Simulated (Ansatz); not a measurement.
# TbRuF3: the cost of one run

Computed with Ansatz 0.2.0 (DFT PBE, scalar-relativistic, plane waves, PAW; 4f electrons in the core of a trivalent norm-conserving potential, unless a step's input says otherwise).

### 1 The starting structure

It takes space group Pm-3m (No. 221, cubic). Conventional cell: a = 3.917 Å, b = 3.917 Å, c = 3.917 Å, α = 90.00°, β = 90.00°, γ = 90.00°. Tb (site symmetry m-3m) is surrounded by 12 F at 2.77 Å. Ru (site symmetry m-3m) is surrounded by 6 F at 1.96 Å. F (site symmetry 4/mmm) has 2 Ru at 1.96 Å and 4 Tb at 2.77 Å in its first shell of neighbours.

Structure file:

```
CELL_PARAMETERS angstrom
3.91693 0.00000 0.00000
0.00000 3.91693 0.00000
0.00000 0.00000 3.91693
ATOMIC_POSITIONS crystal
Tb 0.00000 0.00000 0.00000
Ru 0.50000 0.50000 0.50000
F 0.50000 0.50000 0.00000
F 0.00000 0.50000 0.50000
F 0.50000 0.00000 0.50000
```

A structure generator made this guess: species swapped into a database cell of RbVF3 (Pm-3m, No. 221), with Tb on the Rb sites and Ru on the V sites. Its size is a rough estimate.

### 2 Probe: one point on a coarse mesh

Input file input.yaml:

```yaml
crystal:
  lattice:
    - [3.91692547, 0.0, 0.0]
    - [0.0, 3.91692547, 0.0]
    - [0.0, 0.0, 3.91692547]
  atoms:
    - { symbol: Tb, position: [0.0, 0.0, 0.0] }
    - { symbol: Ru, position: [0.5, 0.5, 0.5], spin: 1.0 }
    - { symbol: F, position: [0.5, 0.5, 0.0] }
    - { symbol: F, position: [0.0, 0.5, 0.5] }
    - { symbol: F, position: [0.5, 0.0, 0.5] }
basis:
  ecutwfc: 690
kpoints:
  mp_grid: { grid: [4, 4, 4] }
hamiltonian:
  xc: pbe
  pseudopotentials:
    kind: paw
    azcp: { Tb: "pseudopotentials/pbe/nc/lanthanide_3plus/Tb.nc.azcp" }
scf:
  occupations: { method: gaussian, width: 0.1 }
  lower_state_search: "off"
output:
  forces: true
  stress: true
  eigenvalues: true
  populations: true
magnetization:
  spin_polarized: true
```

Launch:

```console
$ ansatz run input.yaml --threads 1 --pin off --max-ram 2560MiB --backend cpu --events-out ev --progress --plain --runs-dir out
```

Q: Estimate wall time and peak memory on 1 thread of Arm Neoverse V1, shared host.

About 12 s, with a peak of 0.38 GiB.
